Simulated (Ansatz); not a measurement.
# GaNH (quartet): the correlation ladder, cc-pVDZ

One table from this session's results is given with a row withheld; the runs are named, their logs left out.

The runs use Ansatz 0.2.0, Gaussian basis; cc-pVDZ, core rule «outside noble gas», up to 15 orbitals frozen.

To be run: UHF; CCSD(T) on ROHF; CCSD(T) on UHF; BCCD(T) on ROHF; CISD; CCSDT(Q) on ROHF; CCSDT(Q) on UHF; CASSCF and MRCISD+Q, 9 electrons in 9 orbitals; CASSCF and NEVPT2, 9 electrons in 9 orbitals.

25 further runs of the same task are left out: 1 for a mislabelled method, 6 for a known fault of the program, 6 that didn't finish, 12 set aside as unsound or not needed.

## The system

The geometry is a PBE0/def2-TZVP stationary point (not a proven minimum). No spin-orbit coupling is included. The filled d shell of Ga may be among the frozen orbitals whatever the setting's name suggests; the logs give the count.

3 atoms, charge 0, spin multiplicity 4.

Atoms are counted from 1 here; the program's logs count them from 0.

Bond lengths: N1–Ga2 1.985 Å, Ga2–H3 1.616 Å. Angles: N1–Ga2–H3 112.7°.

The first run:

in.yaml reads:

```yaml
crystal:
  periodic: [false, false, false]
  atoms:
    - {symbol: N, position_ang: [0.000000, 0.093904, 1.661900]}
    - {symbol: Ga, position_ang: [0.000000, -0.039184, -0.318801]}
    - {symbol: H, position_ang: [0.000000, 1.405604, -1.041722]}
basis:
  gaussian: {orbitals: cc-pVDZ}
magnetization: {spin_polarized: true, initial_magnetization: 3}
hamiltonian: {xc: hf}
output: {orbitals: {seedname: orbitals}}
```

Started as:

```bash
> ansatz run in.yaml --threads 1 --pin off --events-out ev --progress --plain --max-ram 2393MiB
```

Steps of the session up to this table: UHF; CCSD(T) on ROHF; CCSD(T) on UHF; BCCD(T) on ROHF; CISD; CCSDT(Q) on ROHF; CCSDT(Q) on UHF; CASSCF and MRCISD+Q, 9 electrons in 9 orbitals; CASSCF and NEVPT2, 9 electrons in 9 orbitals.

One of the session's tables, all rows but one given; the rest of the session is left out.

| method | from UCCSDT(Q) (meV) |
| --- | --- |
| ROHF | +5077.7 |
| UHF | +4807.8 |
| RMP2 | +1005.3 |
| UMP2 | +997.6 |
| RCCSD | +163.7 |
| UCCSD | +145.4 |
| RCCSD(T) | +45.6 |
| UCCSD(T) | +38.0 |
| BCCD(T) | +46.4 |
| RCCSDT | +16.9 |
| UCCSDT | +8.9 |
| RCCSDT(Q) | +8.3 |
| UCCSDT(Q) | 0 |
| CASSCF valence | +3531.0 |
| NEVPT2 valence | +767.4 |
| MRCISD valence | ? |
| MRCISD+Q valence | +21.4 |

Q: Estimate the row for MRCISD valence from the others.

**Answer.** from UCCSDT(Q) (meV): +198.0. In the column «from UCCSDT(Q) (meV)» it lies between RCCSD (+163.7) and NEVPT2 valence (+767.4).

Not comparable, so not listed: CISD (they don't share determinant, frozen orbitals or solution with the rows shown, or repeat one).

Caveats from the session: Restricted and unrestricted rows rest on different reference determinants; where their highest levels disagree by more than a few hundredths of an eV, they describe different states and don't form one ladder.
